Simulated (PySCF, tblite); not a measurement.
# C₆H₄F₃N₃: infrared bands and NMR shifts

What infrared bands and NMR shifts should C₆H₄F₃N₃ (`C#CCn1cc(C(F)(F)F)nn1`) show?

Programs: tblite 0.8.0 and PySCF 2.14.0, with density-fitted response routines of our own. Each step states its level of theory. These are calculated values for one molecule in the gas phase, unless marked as measured. Atoms are numbered from 0 throughout.

**1. Starting geometry**

16 atoms, charge 0, multiplicity 1; geometry from: GFN2-xTB.

Bonds of the start (Å): C0–C1 1.20, C1–C2 1.45, C2–N3 1.44, N3–C4 1.35, C4–C5 1.38, C5–C6 1.49, C6–F7 1.34, C6–F8 1.35, C6–F9 1.34, C5–N10 1.35, N10–N11 1.27, N11–N3 1.33, C0–H12 1.05, C2–H13 1.10, C2–H14 1.09, C4–H15 1.07.

**2. Vibrational analysis with GFN2-xTB**

What the job is given:

```
{"job": {"kind": "ir", "xc": "GFN2-xTB", "basis": "xTB"}, "charge": 0, "multiplicity": 1}
C     -2.817297     0.858256    -1.547203
C     -2.457969     0.103730    -0.691599
C     -1.981112    -0.803073     0.335212
N     -0.651307    -0.450092     0.769193
C      0.436702    -0.194484     0.017777
C      1.419687     0.075689     0.950382
C      2.846822     0.429299     0.726317
F      3.693809    -0.481301     1.227218
F      3.120043     0.518177    -0.589758
F      3.183481     1.607918     1.265217
N      0.872655    -0.033348     2.180568
N     -0.354483    -0.343314     2.056570
H     -3.154409     1.515515    -2.292196
H     -1.982877    -1.829826    -0.052460
H     -2.624313    -0.753200     1.219277
H      0.442968    -0.211005    -1.050960
```

**Question.** This job is followed by: GIAO PBE0/pcSseg-1 NMR shielding, non-relativistic, gas phase. What will the session give for the following? strongest single infrared mode (GFN2-xTB); zero-point energy (GFN2-xTB); ¹³C shifts against TMS (PBE0/pcSseg-1); ¹H shifts against TMS (PBE0/pcSseg-1, means over atoms taken as alike); ¹⁵N shifts against NH3 (PBE0/pcSseg-1); ¹⁹F shifts against CFCl3 (PBE0/pcSseg-1, means over atoms taken as alike).

**Answer**, as computed:

| quantity | value |
| --- | --- |
| strongest single infrared mode (GFN2-xTB) | 1047 cm⁻¹, 235 km/mol |
| zero-point energy (GFN2-xTB) | 60.9 kcal/mol |
| ¹³C shifts against TMS (PBE0/pcSseg-1) | 147.3, 131.3, 130.7, 83.8, 81.5, 40.9 ppm |
| ¹H shifts against TMS (PBE0/pcSseg-1, means over atoms taken as alike) | 8.21, 5.33, 2.06 ppm |
| ¹⁵N shifts against NH3 (PBE0/pcSseg-1) | 404.8, 386.4, 265.8 ppm |
| ¹⁹F shifts against CFCl3 (PBE0/pcSseg-1, means over atoms taken as alike) | -76.6 ppm |

In words: All 42 modes are real, so the xTB geometry is a minimum. The strongest single mode, at 1047 cm⁻¹, has its largest shares on C6, N11 and F8 (the list is cut at 3 atoms). GFN2-xTB is a fitted tight-binding method: band positions and strengths are rough. Its intensities can rank the bands wrongly. At PBE0/pcSseg-1: The widest tensor belongs to N10: span 561 ppm, with a paramagnetic part of -446 ppm. NICS(1)zz of -32 ppm above the planar ring from N3 marks a diatropic (aromatic) ring current.
